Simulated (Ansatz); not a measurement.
**C₃H₅ISi: a ladder of functionals and wavefunction methods**

One table from this session's results is given with a row withheld; the runs are named, their logs left out.

Program: Ansatz 0.2.0, Gaussian basis. Level of theory: functionals in def2-TZVPP, the program's frozen cores in correlated methods. These are calculated values, not measurements.

Levels to be run: LDA (SPW92), PBE-D4, revPBE-D4, BLYP-D4, r2SCAN-D4, B97M-V, PBE0-D4, B3LYP-D4, r2SCANh-D4, r2SCAN0-D4, HSE06-D4, BHLYP-D4, CAM-B3LYP-D4, LC-ωPBE, ωB97X-V, ωB97M-V, B2PLYP, PBE-QIDH; CCSD(T)/def2-SVP; CCSD(T)/def2-TZVPP; MP2/def2-QZVPP; extrapolation to the limit; RPA on PBE.

## The relaxed structure

The geometry comes from an earlier relaxation with PBE0-D4 in a triple-zeta def2 set; it is a stationary point, not always the lowest conformer. I takes the def2 core potential; no spin-orbit term is included.

SMILES `[SiH3]C=C=CI`, 10 atoms, charge 0, spin multiplicity 1.

Atoms are counted from 1 here; the program's logs count them from 0.

Bond lengths: Si1–C2 1.866 Å, Si1–H6 1.487 Å, Si1–H7 1.482 Å, Si1–H8 1.487 Å, C2–C3 1.301 Å, C2–H9 1.090 Å, C3–C4 1.294 Å, C4–I5 2.088 Å, C4–H10 1.081 Å. Angles: C2–Si1–H6 109.8°, C2–Si1–H7 108.9°, C2–Si1–H8 109.7°, H6–Si1–H7 110.1°, H6–Si1–H8 108.1°, H7–Si1–H8 110.2°, Si1–C2–C3 121.3°, Si1–C2–H9 120.0°, C3–C2–H9 118.7°, C2–C3–C4 177.8°, C3–C4–I5 121.6°, C3–C4–H10 124.1°, I5–C4–H10 114.3°.

The first run:

The input, in.yaml:

```yaml
crystal:
  periodic: [false, false, false]
  atoms:
    - {symbol: Si, position_ang: [-1.620453, -0.296312, 0.654360]}
    - {symbol: C, position_ang: [0.179833, 0.148883, 0.860682]}
    - {symbol: C, position_ang: [1.012501, 0.081794, -0.137227]}
    - {symbol: C, position_ang: [1.801794, 0.010677, -1.160751]}
    - {symbol: I, position_ang: [2.087601, 1.638264, -2.437585]}
    - {symbol: H, position_ang: [-1.969731, -1.415095, 1.569504]}
    - {symbol: H, position_ang: [-1.858527, -0.697329, -0.752730]}
    - {symbol: H, position_ang: [-2.470151, 0.871754, 1.005946]}
    - {symbol: H, position_ang: [0.552156, 0.476260, 1.830879]}
    - {symbol: H, position_ang: [2.368075, -0.869996, -1.430178]}
basis:
  gaussian: {orbitals: def2-TZVPP}
hamiltonian: {xc: lda}
output: {orbitals: {seedname: orbitals}}
```

Steps of the session up to this table: LDA; PBE-D4 (GGA); revPBE-D4 (GGA); BLYP-D4 (GGA); r2SCAN-D4 (meta-GGA); B97M-V (meta-GGA); PBE0-D4 (hybrid); B3LYP-D4 (hybrid); r2SCANh-D4 (hybrid); r2SCAN0-D4 (hybrid); HSE06-D4 (hybrid); BHLYP-D4 (hybrid); CAM-B3LYP-D4 (range-separated); LC-ωPBE (range-separated); ωB97X-V (range-separated); ωB97M-V (range-separated); B2PLYP (double hybrid); PBE-QIDH (double hybrid).

One of the session's tables, all rows but one given; the rest of the session is left out.

It belongs to the step «Orbital energies across the functionals». 

```
  functional  HOMO (eV)  LUMO (eV)  gap (eV)
 LDA (SPW92)      -5.98      -2.73      3.25
      PBE-D4          ?          ?         ?
   revPBE-D4      -5.78      -2.44      3.33
     BLYP-D4      -5.66      -2.37      3.29
   r2SCAN-D4      -6.05      -2.39      3.65
      B97M-V      -6.09      -2.29      3.80
     PBE0-D4      -6.90      -1.65      5.25
    B3LYP-D4      -6.68      -1.84      4.84
  r2SCANh-D4      -6.44      -2.07      4.37
  r2SCAN0-D4      -7.05      -1.59      5.46
    HSE06-D4      -6.51      -2.02      4.49
    BHLYP-D4      -7.82      -0.63      7.19
CAM-B3LYP-D4      -8.13      -0.55      7.58
     LC-ωPBE      -9.45       0.55     10.00
     ωB97X-V      -9.10       0.47      9.57
     ωB97M-V      -8.99       0.35      9.34
```

Estimate the missing values for PBE-D4.

As computed: HOMO (eV): -5.83; LUMO (eV): -2.52; gap (eV): 3.31. In the column «HOMO (eV)» it lies between LDA (SPW92) (-5.98) and revPBE-D4 (-5.78).
